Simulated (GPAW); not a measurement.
The system is Cd2S.

```xyz
3
Lattice="3.9627 0.0000 0.0000 -1.9813 3.4318 0.0000 0.0000 0.0000 5.8092" Properties=species:S:1:pos:R:3 pbc="T T T"
Cd    0.0000    2.2878    5.4183
Cd    1.9813    1.1439    3.3620
S     0.0000    2.2878    2.1245
```

The cell comes from a database or a generator and needn't be the stable form of this composition.

Base run:

| Item | Value |
| --- | --- |
| Program | GPAW 26.7.0 |
| Functional | r2SCAN |
| Potentials or basis | GPAW PAW data sets (gpaw-data 1.2.1) |
| Cutoff | 600 eV |
| Basis | pw |
| k mesh | 6 × 6 × 4 |
| Occupations | fermi-dirac, width 0.05 eV |
| Spin | no spin polarisation |

Its results: pressure -2.0 GPa; largest force 0.019 eV/Å.

Task: The run is repeated on the same cell with these changes: functional from r2SCAN to PBE. What comes out?

Result: Pressure -0.5 GPa; largest force 0.060 eV/Å.

Caveats: the PAW data sets were made with another functional, which shifts forces and pressure a little (some runs).

Not every run made on this cell is shown here.
